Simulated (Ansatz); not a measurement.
**C₃H₉BS₃: a ladder of functionals and wavefunction methods**

The task here is to estimate one member of a computed series from the others.

Method: functionals in def2-TZVPP, the program's frozen cores in correlated methods; program: Ansatz 0.2.0, Gaussian basis.

The runs, in order: LDA (SPW92), PBE-D4, revPBE-D4, BLYP-D4, r2SCAN-D4, B97M-V, PBE0-D4, B3LYP-D4, r2SCANh-D4, r2SCAN0-D4, HSE06-D4, BHLYP-D4, CAM-B3LYP-D4, LC-ωPBE, ωB97X-V, ωB97M-V, B2PLYP, PBE-QIDH; CCSD(T)/def2-SVP; CCSD(T)/def2-TZVPP; MP2/def2-QZVPP; extrapolation to the limit.

## The relaxed structure

An earlier PBE0-D4 in a triple-zeta def2 set relaxation fixed the geometry.

16 atoms, charge 0, spin multiplicity 1.

Atoms are counted from 1 here; the program's logs count them from 0.

Bond lengths: C1–S2 1.808 Å, C1–H8 1.090 Å, C1–H9 1.089 Å, C1–H10 1.089 Å, S2–B3 1.796 Å, B3–S4 1.798 Å, B3–S6 1.807 Å, S4–C5 1.808 Å, C5–H11 1.089 Å, C5–H12 1.090 Å, C5–H13 1.089 Å, S6–C7 1.812 Å, C7–H14 1.088 Å, C7–H15 1.089 Å, C7–H16 1.090 Å. Angles: S2–C1–H8 106.7°, S2–C1–H9 110.9°, S2–C1–H10 110.8°, H8–C1–H9 109.1°, H8–C1–H10 109.7°, H9–C1–H10 109.6°, C1–S2–B3 105.2°, S2–B3–S4 119.4°, S2–B3–S6 112.3°, S4–B3–S6 128.3°, B3–S4–C5 106.0°, S4–C5–H11 111.6°, S4–C5–H12 106.5°, S4–C5–H13 110.1°, H11–C5–H12 109.0°, H11–C5–H13 110.2°, H12–C5–H13 109.3°, B3–S6–C7 105.7° and more.

Set-up of the first run:

The input, in.yaml:

```yaml
crystal:
  periodic: [false, false, false]
  atoms:
    - {symbol: C, position_ang: [-0.499321, -3.178549, -0.661672]}
    - {symbol: S, position_ang: [-1.622938, -1.949506, 0.041318]}
    - {symbol: B, position_ang: [-0.685076, -0.418655, 0.074554]}
    - {symbol: S, position_ang: [1.093882, -0.466987, -0.181845]}
    - {symbol: C, position_ang: [1.574271, 1.206603, -0.668530]}
    - {symbol: S, position_ang: [-1.736856, 1.023183, 0.360231]}
    - {symbol: C, position_ang: [-0.722303, 2.189598, 1.304635]}
    - {symbol: H, position_ang: [-1.096707, -4.066256, -0.867538]}
    - {symbol: H, position_ang: [0.288932, -3.434939, 0.045073]}
    - {symbol: H, position_ang: [-0.056493, -2.812080, -1.586712]}
    - {symbol: H, position_ang: [1.866905, 1.805134, 0.192308]}
    - {symbol: H, position_ang: [2.429433, 1.102266, -1.335519]}
    - {symbol: H, position_ang: [0.758369, 1.689839, -1.203364]}
    - {symbol: H, position_ang: [0.029456, 1.658921, 1.885939]}
    - {symbol: H, position_ang: [-0.246240, 2.924972, 0.658109]}
    - {symbol: H, position_ang: [-1.398214, 2.703957, 1.987114]}
basis:
  gaussian: {orbitals: def2-TZVPP}
hamiltonian: {xc: lda}
output: {orbitals: {seedname: orbitals}}
```

Command:

```console
$ ansatz run in.yaml --threads 2 --pin off --events-out ev --progress --plain --max-ram 32768MiB --backend cuda --devices 0, --max-vram 18GiB
```

Among the steps run: LDA; PBE-D4 (GGA); revPBE-D4 (GGA); BLYP-D4 (GGA); r2SCAN-D4 (meta-GGA); B97M-V (meta-GGA); PBE0-D4 (hybrid); B3LYP-D4 (hybrid); r2SCANh-D4 (hybrid); r2SCAN0-D4 (hybrid); HSE06-D4 (hybrid); BHLYP-D4 (hybrid); CAM-B3LYP-D4 (range-separated); LC-ωPBE (range-separated); ωB97X-V (range-separated); ωB97M-V (range-separated); B2PLYP (double hybrid); PBE-QIDH (double hybrid).

One of the session's tables, all rows but one given; the rest of the session is left out.

It belongs to the step «Frontier levels by functional». 

```
  functional  HOMO (eV)  gap (eV)
 LDA (SPW92)      -5.65      3.96
      PBE-D4      -5.53      4.05
   revPBE-D4          ?         ?
     BLYP-D4      -5.36      4.07
   r2SCAN-D4      -5.76      4.48
      B97M-V      -5.86      4.67
     PBE0-D4      -6.66      6.02
    B3LYP-D4      -6.43      5.64
  r2SCANh-D4      -6.18      5.20
  r2SCAN0-D4      -6.82      6.29
    HSE06-D4      -6.27      5.25
    BHLYP-D4      -7.67      8.06
CAM-B3LYP-D4      -7.93      8.39
     LC-ωPBE      -9.28     10.75
     ωB97X-V      -8.94     10.37
     ωB97M-V      -8.78     10.08
```

Q: Estimate the row for revPBE-D4 from the others.

The run gave: HOMO (eV): -5.48; gap (eV): 4.09. In the column «HOMO (eV)» it lies between PBE-D4 (-5.53) and BLYP-D4 (-5.36).
